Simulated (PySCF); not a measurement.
# WO2H: doublet, from a trigonal planar start

The task is one start of a wider search on WO2H: the doublet, from a trigonal planar start. It is relaxed, tested by its Hessian and followed downhill if it is a saddle.

Computed with PySCF 2.14.0. Level: PBE0, basis W def2-TZVP with ECP60, O def2-TZVP, H def2-TZVP, scalar-relativistic core potentials, no spin–orbit coupling, density fitting.

### Step 1. The system as given

4 atoms, charge 0, spin multiplicity 2.

Bond lengths: W1–O2 1.770 Å, W1–O3 1.770 Å, W1–H4 1.690 Å. Angles: O2–W1–O3 120.0°, O2–W1–H4 120.0°, O3–W1–H4 120.0°.

```xyz
4
charge 0 multiplicity 2
W     0.0000    0.0000    0.0000
O    -0.8850    1.5329    0.0000
O    -0.8850   -1.5329    0.0000
H     1.6900    0.0000    0.0000
```

### Step 2. The SCF at the typed geometry

The steps below are one call of a driver around PySCF. For each, scf.py gives the equivalent set-up of the SCF; relaxations use the driver's own optimiser. After this first run the driver tries any further starts and a stability analysis.

scf.py

```python
from pyscf import gto, scf, dft
mol = gto.M(atom='''
W      0.000000     0.000000     0.000000
O     -0.885000     1.532900     0.000000
O     -0.885000    -1.532900     0.000000
H      1.690000     0.000000     0.000000''',
    basis={'W': 'def2-TZVP', 'O': 'def2-TZVP', 'H': 'def2-TZVP'},
    ecp={'W': 'def2-TZVP'},
    charge=0, spin=1)
mf = dft.UKS(mol, xc='PBE0')
mf.grids.atom_grid = (50, 194)
aux = {'W': 'def2-universal-JKFIT', 'O': 'def2-universal-JKFIT', 'H': 'def2-universal-JKFIT'}
mf = mf.density_fit(auxbasis=aux)
mf.conv_tol = 1e-08
mf.diis_space = 10
mf.max_cycle = 60
mf.init_guess = 'minao'
mf.verbose = 4
mf.kernel()
```

Launch:

```
OMP_NUM_THREADS=4 python axn.py task.json out
```

The program printed:

```text
init E= -198.304619244391
[... the frontier-level lines of each cycle are left out ...]
cycle= 1 E= -217.378293001611  delta_E= -19.1  |g|= 1.27  |ddm|= 5.56
cycle= 2 E= -206.308219935831  delta_E= 11.1  |g|= 4.51  |ddm|= 3.49
cycle= 3 E= -218.034523037429  delta_E= -11.7  |g|= 0.202  |ddm|= 3.07
cycle= 4 E= -218.047095377554  delta_E= -0.0126  |g|= 0.122  |ddm|= 0.286
cycle= 5 E= -218.052836393021  delta_E= -0.00574  |g|= 0.0519  |ddm|= 0.0848
cycle= 6 E= -218.053859370203  delta_E= -0.00102  |g|= 0.0188  |ddm|= 0.0206
cycle= 7 E= -218.054077669604  delta_E= -0.000218  |g|= 0.00406  |ddm|= 0.0159
cycle= 8 E= -218.054110882962  delta_E= -3.32e-05  |g|= 0.00249  |ddm|= 0.00689
cycle= 9 E= -218.054137858646  delta_E= -2.7e-05  |g|= 0.00139  |ddm|= 0.00799
cycle= 10 E= -218.05415131868  delta_E= -1.35e-05  |g|= 0.000726  |ddm|= 0.0099
cycle= 11 E= -218.054151682806  delta_E= -3.64e-07  |g|= 0.000234  |ddm|= 0.00112
cycle= 12 E= -218.054151713286  delta_E= -3.05e-08  |g|= 2.23e-05  |ddm|= 0.000265
cycle= 13 E= -218.054151713999  delta_E= -7.13e-10  |g|= 9.95e-06  |ddm|= 5.59e-05
Extra cycle  E= -218.054151713672  delta_E= 3.28e-10  |g|= 3.14e-05  |ddm|= 2.26e-05
converged SCF energy = -218.054151713672  <S^2> = 0.7765078  2S+1 = 2.0263344
```

This step, with its further starts and checks, took 11 s on 4 threads of Arm Neoverse V1, shared host.

The starts that the driver tried:

| start | energy (Eh) |
| --- | --- |
| the minimal-basis guess | -218.054152 |
| a thermally smeared density | -218.054152 |
| a smeared PBE density | -218.054152 |

The test of internal stability and the other starts found no lower solution of this spin.

### Step 3. Relaxing the doublet from the trigonal planar start

The program finds C2v symmetry in the start, which this walk keeps.

Changes to scf.py since step 2:

```diff
@@ -3,4 +3,4 @@
-W      0.000000     0.000000     0.000000
-O     -0.885000     1.532900     0.000000
-O     -0.885000    -1.532900     0.000000
-H      1.690000     0.000000     0.000000''',
+W      0.122646     0.000000     0.000000
+O     -0.762354     1.532900     0.000000
+O     -0.762354    -1.532900     0.000000
+H      1.812646     0.000000     0.000000''',
@@ -17 +16,0 @@
-mf.init_guess = 'minao'
```

Steps of the walk:

| step | energy (Eh) | change (kJ/mol) | largest symmetric gradient (Eh/bohr) |
| --- | --- | --- | --- |
| 0 | -218.054152 | 0.00 | 0.07908 |
| 1 | -218.062206 | -21.15 | 0.02438 |
| 2 | -218.064215 | -26.42 | 0.00837 |
| 3 | -218.064559 | -27.32 | 0.00558 |
| 4 | -218.064607 | -27.45 | 0.00109 |
| 5 | -218.064609 | -27.45 | 0.00010 |

The walk took 12 s.

Geometry (Å) and forces (eV/Å) at some steps:

```
step 0
W    0.123   0.000   0.000  -4.066   0.000   0.000
O   -0.762   1.533   0.000   1.452  -2.819   0.000
O   -0.762  -1.533   0.000   1.452   2.819   0.000
H    1.813   0.000   0.000   1.163   0.000   0.000
step 1
W    0.096   0.000   0.000   1.254   0.000   0.000
O   -0.755   1.458   0.000  -0.983   0.945   0.000
O   -0.755  -1.458   0.000  -0.983  -0.945   0.000
H    1.824   0.000   0.000   0.712   0.000   0.000
step 3
W    0.118   0.000   0.000  -0.287   0.000   0.000
O   -0.798   1.440   0.000   0.060  -0.092   0.000
O   -0.798  -1.440   0.000   0.060   0.092   0.000
H    1.889   0.000   0.000   0.167   0.000   0.000
step 5
W    0.115   0.000   0.000  -0.004   0.000   0.000
O   -0.802   1.436   0.000   0.000   0.005   0.000
O   -0.802  -1.436   0.000   0.000  -0.005   0.000
H    1.899   0.000   0.000   0.004   0.000   0.000
```

After 5 steps and 27.5 kJ/mol it ends at C2v: W–H 1.784 Å, W–O 1.704 Å (×2); H–W–O 122.6° (×2), O–W–O 114.9°.

### Step 4. Hessian and properties

On the finer grid the gradient is checked again; gradients at displacements of ±0.02 bohr then give force constants and infrared intensities.

Changes to scf.py since step 3:

```diff
@@ -3,4 +3,4 @@
-W      0.122646     0.000000     0.000000
-O     -0.762354     1.532900     0.000000
-O     -0.762354    -1.532900     0.000000
-H      1.812646     0.000000     0.000000''',
+W      0.126974     0.000000     0.000000
+O     -0.790363     1.436536     0.000000
+O     -0.790363    -1.436536     0.000000
+H      1.911236     0.000000     0.000000''',
@@ -11 +11 @@
-mf.grids.atom_grid = (50, 194)
+mf.grids.atom_grid = (75, 302)
@@ -14 +14 @@
-mf.conv_tol = 1e-08
+mf.conv_tol = 1e-10
```

This SCF starts from the last density.

Log of the central SCF (cycles and frontier levels):

```text
init E= -218.064653029912
[... the frontier-level lines of each cycle are left out ...]
cycle= 1 E= -218.064653029489  delta_E= 4.23e-10  |g|= 3.52e-05  |ddm|= 2.14e-05
cycle= 2 E= -218.064653025337  delta_E= 4.15e-09  |g|= 0.00011  |ddm|= 6.72e-05
cycle= 3 E= -218.06465302996  delta_E= -4.62e-09  |g|= 1.18e-06  |ddm|= 5.12e-05
cycle= 4 E= -218.064653029962  delta_E= -1.59e-12  |g|= 3.22e-07  |ddm|= 7.07e-07
Extra cycle  E= -218.064653029961  delta_E= 1.36e-12  |g|= 7.35e-07  |ddm|= 5.95e-07
converged SCF energy = -218.064653029961  <S^2> = 0.76351653  2S+1 = 2.0134712
```

The whole step took 48 s.

Geometry: C2v; W–H 1.784 Å, W–O 1.704 Å (×2); H–W–O 122.6° (×2), O–W–O 114.9°.

Harmonic modes (main isotopes):

```
symmetry  ω (cm⁻¹)  IR (km/mol)  μ (u)
      b1      415i          111   1.17
      a1       318          1.3  16.76
      b2       642          8.4   1.10
      b2      1005          220  10.70
      a1      1052         56.0  16.77
      a1      1871          180   1.02
```

With 1 mode imaginary (up to 415i cm⁻¹) this point is a saddle.

Constants and moments:

- Dipole moment: 2.02 D
- Highest occupied level: -8.01 eV
- Lowest empty level: -4.13 eV
- Rotational constants: 0.633, 0.2554, 0.182 cm⁻¹
- Zero-point energy (real modes): 29.2 kJ/mol
- Principal polarisabilities: 41.4, 42.4, 47.6 bohr³
- Atomisation energy without zero-point energy: 1618 kJ/mol
- Principal traceless quadrupole moments about the centre of mass: -5.61, -2.47, 8.09 D Å
- Spin squared ⟨S²⟩: 0.764

Charges (e) and bond orders:

```tsv
atom	Mulliken	Löwdin	polar tensor	spin (Mulliken)	Mayer order to W1
W1	1.07	0.76	1.67	1.16	–
O2,3	-0.47	-0.29	-0.69	-0.07	2.11
H4	-0.13	-0.17	-0.30	-0.02	0.94
```

Mulliken populations on W1 (outside its core potential): s 2.76, p 6.39, d 3.66, f 0.12.

### Step 5. Following the imaginary mode

The start is the last point, displaced along its most imaginary mode.

The program finds Cs symmetry in the start, which this walk keeps. The walk stops when the largest gradient is under 0.0003 Eh/bohr and the energy has settled too.

Changes to scf.py since step 4:

```diff
@@ -3,4 +3,4 @@
-W      0.126974     0.000000     0.000000
-O     -0.790363     1.436536     0.000000
-O     -0.790363    -1.436536     0.000000
-H      1.911236     0.000000     0.000000''',
+W      0.126976     0.000000     0.001936
+O     -0.790361     1.436536    -0.007353
+O     -0.790361    -1.436536    -0.007353
+H      1.911238    -0.000000    -0.120000''',
@@ -11 +11 @@
-mf.grids.atom_grid = (75, 302)
+mf.grids.atom_grid = (50, 194)
@@ -14 +14 @@
-mf.conv_tol = 1e-10
+mf.conv_tol = 1e-08
```

Energy and gradient, step by step:

| step | energy (Eh) | change (kJ/mol) | largest symmetric gradient (Eh/bohr) |
| --- | --- | --- | --- |
| 0 | -218.064798 | 0.00 | 0.00421 |
| 1 | -218.069474 | -12.28 | 0.02808 |
| 2 | -218.068670 | -10.17 | 0.04489 |
| 3 | -218.073687 | -23.34 | 0.01335 |
| 4 | -218.076207 | -29.96 | 0.00819 |
| 5 | -218.077072 | -32.23 | 0.00364 |
| 6 | -218.077147 | -32.42 | 0.00144 |
| 7 | -218.077151 | -32.43 | 0.00036 |
| 8 | -218.077151 | -32.43 | 0.00007 |

The walk took 23 s.

It settles in Cs symmetry, 32.4 kJ/mol below the start, after 8 steps: W–H 1.734 Å, W–O 1.695 Å (×2); H–W–O 109.1° (×2), O–W–O 110.3°.

### Step 6. Hessian and properties

The same treatment as at the point before.

Changes to scf.py since step 5:

```diff
@@ -3,4 +3,4 @@
-W      0.126976     0.000000     0.001936
-O     -0.790361     1.436536    -0.007353
-O     -0.790361    -1.436536    -0.007353
-H      1.911238    -0.000000    -0.120000''',
+W      0.112070    -0.000000     0.080854
+O     -0.697815     1.391539    -0.449785
+O     -0.697815    -1.391539    -0.449785
+H      1.723753     0.000000    -0.558741''',
@@ -11 +11 @@
-mf.grids.atom_grid = (50, 194)
+mf.grids.atom_grid = (75, 302)
@@ -14 +14 @@
-mf.conv_tol = 1e-08
+mf.conv_tol = 1e-10
```

Log of the central SCF (cycles and frontier levels):

```text
init E= -218.077166398149
[... the frontier-level lines of each cycle are left out ...]
cycle= 1 E= -218.077166398137  delta_E= 1.25e-11  |g|= 8.2e-06  |ddm|= 8.8e-06
Extra cycle  E= -218.077166397931  delta_E= 2.05e-10  |g|= 2.47e-05  |ddm|= 1.64e-05
converged SCF energy = -218.077166397931  <S^2> = 0.75595128  2S+1 = 2.0059425
```

The whole step took 56 s on 4 threads of Arm Neoverse V1, shared host.

Geometry: Cs; W–H 1.734 Å, W–O 1.695 Å (×2); H–W–O 109.2° (×2), O–W–O 110.3°.

Harmonic modes (main isotopes):

```
symmetry  ω (cm⁻¹)  IR (km/mol)  μ (u)     type
      a'       333          5.5  14.43     bend
      a'       474         22.0   1.15     bend
     a''       663          2.1   1.08     bend
     a''      1015          208  13.24  stretch
      a'      1066         65.3  16.84  stretch
      a'      1981          121   1.01  stretch
```

All wavenumbers are real: a minimum.

Constants and moments:

```
Dipole moment                                                   : 3.53 D
Highest occupied level                                          : -7.15 eV
Lowest empty level                                              : -3.46 eV
Rotational constants                                            : 0.5839, 0.264, 0.1896 cm⁻¹
Zero-point energy                                               : 33.1 kJ/mol
Principal polarisabilities                                      : 41.8, 44.7, 47.5 bohr³
Atomisation energy without zero-point energy                    : 1651 kJ/mol
Principal traceless quadrupole moments about the centre of mass : -4.96, 0.75, 4.21 D Å
Entropy at 298.15 K and 1 bar (electronic part: spin only)      : 290.6 J/(mol K)
Heat capacity Cp at 298.15 K                                    : 52.1 J/(mol K)
Enthalpy at 298.15 K above 0 K                                  : 12.06 kJ/mol
Rotational symmetry number                                      : 1
Spin squared ⟨S²⟩                                               : 0.756
```

Charges (e) and bond orders:

```
atom  Mulliken  Löwdin  polar tensor  spin (Mulliken)  Mayer order to W1
  W1      1.00    0.66          1.48             1.08                  –
O2,3     -0.45   -0.28         -0.65            -0.03               2.15
  H4     -0.09   -0.11         -0.18            -0.01               0.98
```

Outer orbital energies (eV). α occupied: -12.30, -11.87, -11.42, -11.32, -10.70, -10.06, -9.28, -7.15; empty: -3.46, -1.92, -0.86, -0.62. β occupied: -25.89, -12.23, -11.84, -11.26, -11.08, -10.71, -9.83, -9.34; empty: -3.25, -3.02, -1.50, -0.60.

Mulliken populations on W1 (outside its core potential): s 2.72, p 6.41, d 3.75, f 0.12.

### Step 7. The points found, side by side

| spin | group | bonds | imaginary modes (cm⁻¹) | ΔE (kJ/mol) | with zero-point energy |
| --- | --- | --- | --- | --- | --- |
| doublet | Cs | W–H 1.734 Å, W–O 1.695 Å (×2) | none | 0.0 | 0.0 |
| doublet | C2v | W–H 1.784 Å, W–O 1.704 Å (×2) | 415i | 32.9 | – |

### Step 8. Results

```
                                          quantity                                                            value
                                           minimum                                                      doublet, Cs
                                          geometry   W–H 1.734 Å, W–O 1.695 Å (×2); H–W–O 109.2° (×2), O–W–O 110.3°
                                wavenumbers (cm⁻¹)  333 (a'), 474 (a'), 663 (a''), 1015 (a''), 1066 (a'), 1981 (a')
                                     dipole moment                                                           3.53 D
highest occupied, lowest empty level (either spin)                                                  -7.15, -3.46 eV
                         polar-tensor charge of W1                                                          +1.48 e
                                 zero-point energy                                                      33.1 kJ/mol
                               entropy at 298.15 K                                                  290.6 J/(mol K)
         atomisation energy (no zero-point energy)                                                      1651 kJ/mol
                                              ⟨S²⟩                                                            0.756
```

**Reading.** The trigonal planar start (C2v) ends in a minimum of Cs symmetry, after a stop at a saddle point 32.9 kJ/mol higher, from which it was pushed off along an imaginary mode. In the infrared the band at 1015 cm⁻¹ (a'', stretch) leads. Most of the spin sits on W1 (Mulliken spin 1.08, against 1 for the whole molecule). Only this shape and spin were tried, so other structures or states may lie lower. Open d and f shells are described by one determinant, and the ground state may have another occupation or spin. Spin–orbit coupling, left out here, can matter for elements this heavy.

The search up to here took 2.5 min.
